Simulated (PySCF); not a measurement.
# CH7FN2Si: the cost of one run

Computed with PySCF 2.14.0. Level: levels as typed in each script, gas phase, geometry from GFN2-xTB.

## 1. Where the work starts

SMILES `N[SiH](N)CF`, 12 atoms, charge 0, spin multiplicity 1.

Bond lengths: N1–Si2 1.726 Å, N1–H6 1.008 Å, N1–H7 1.008 Å, Si2–N3 1.722 Å, Si2–C4 1.911 Å, Si2–H8 1.466 Å, N3–H9 1.007 Å, N3–H10 1.006 Å, C4–F5 1.385 Å, C4–H11 1.090 Å, C4–H12 1.092 Å. Angles: Si2–N1–H6 118.2°, Si2–N1–H7 120.0°, H6–N1–H7 109.9°, N1–Si2–N3 114.9°, N1–Si2–C4 103.6°, N1–Si2–H8 116.4°, N3–Si2–C4 106.1°, N3–Si2–H8 104.7°, C4–Si2–H8 110.8°, Si2–N3–H9 119.2°, Si2–N3–H10 118.5°, H9–N3–H10 109.5°, Si2–C4–F5 110.4°, Si2–C4–H11 112.3°, Si2–C4–H12 113.0°, F5–C4–H11 106.2°, F5–C4–H12 106.0°, H11–C4–H12 108.5°.

Coordinates:

```xyz
12

N     0.42881    1.61960    0.32398
Si    0.50856    0.04210   -0.37277
N     1.81213   -0.93281    0.18878
C    -1.09077   -0.80423    0.24296
F    -2.19724   -0.03212   -0.06862
H    -0.46314    2.08929    0.33947
H     1.16415    2.28577    0.14917
H     0.60055   -0.02124   -1.83431
H     1.83491   -1.21322    1.15591
H     2.74380   -0.71069   -0.11865
H    -1.25340   -1.77390   -0.22864
H    -1.11347   -0.93851    1.32633
```

## 2. Removing and adding an electron (BLYP/6-31+g*)

input.py reads:

```python
import numpy as np
from pyscf import gto, scf, dft
from pyscf.scf import atom_ks, atom_hf
from scipy.linalg import block_diag

def solve(mol, dm0=None, hcore=None):
    mf = (dft.UKS if mol.spin else dft.RKS)(mol, xc='blyp')
    mf.grids.level = 3
    mf = mf.density_fit(auxbasis='def2-universal-jkfit')
    mf.conv_tol, mf.max_cycle = 1e-8, 80
    if hcore is not None:
        mf.get_hcore = lambda *args: hcore
    mf.kernel(dm0)
    if not mf.converged:
        mf = mf.newton().run(mf.mo_coeff, mf.mo_occ, max_cycle=30)
    assert mf.converged, 'SCF not converged'
    return mf

mol = gto.M(atom='''
N      0.42881     1.61960     0.32398
Si     0.50856     0.04210    -0.37277
N      1.81213    -0.93281     0.18878
C     -1.09077    -0.80423     0.24296
F     -2.19724    -0.03212    -0.06862
H     -0.46314     2.08929     0.33947
H      1.16415     2.28577     0.14917
H      0.60055    -0.02124    -1.83431
H      1.83491    -1.21322     1.15591
H      2.74380    -0.71069    -0.11865
H     -1.25340    -1.77390    -0.22864
H     -1.11347    -0.93851     1.32633
''', basis='6-31+g*', charge=0, spin=0, verbose=4)
mf = solve(mol)
out = dict(e0=mf.e_tot, dm0=mf.make_rdm1(), c=mf.mo_coeff, occ=mf.mo_occ, eps=mf.mo_energy)
for name, dq, spin in [('cation', 1, 1), ('anion', -1, 1)]:
    ion = mol.copy().set(charge=mol.charge + dq, spin=spin).build()
    mi = solve(ion)
    if spin and dq > 0 and mol.nao < 130:
        c, _, stable, _ = mi.stability(return_status=True)
        if not stable:
            mi = solve(ion, mi.make_rdm1(c, mi.mo_occ))
    print(name, 'vertical energy change / eV', (mi.e_tot - mf.e_tot) * 27.211386)
    out.update({'e_' + name: mi.e_tot, 'dm_' + name: mi.make_rdm1(), 's2_' + name: mi.spin_square()[0], 'eps_' + name: mi.mo_energy, 'occ_' + name: mi.mo_occ})
# spherically averaged free atoms, for the promolecule
atm = atom_ks.get_atm_nrks(mol, xc='blyp')
pro = block_diag(*[(atm[a[0]][2] * atm[a[0]][3]) @ atm[a[0]][2].T for a in mol._atom])
np.savez('result.npz', pro=pro, **out)
```

Run with:

```sh
OMP_NUM_THREADS=1 python input.py
```

**Question.** How long does this run take on 1 thread of Intel Xeon Platinum 8488C (Sapphire Rapids), shared host, and how much memory does it need?

About 4.8 min, with a peak of 0.61 GiB.
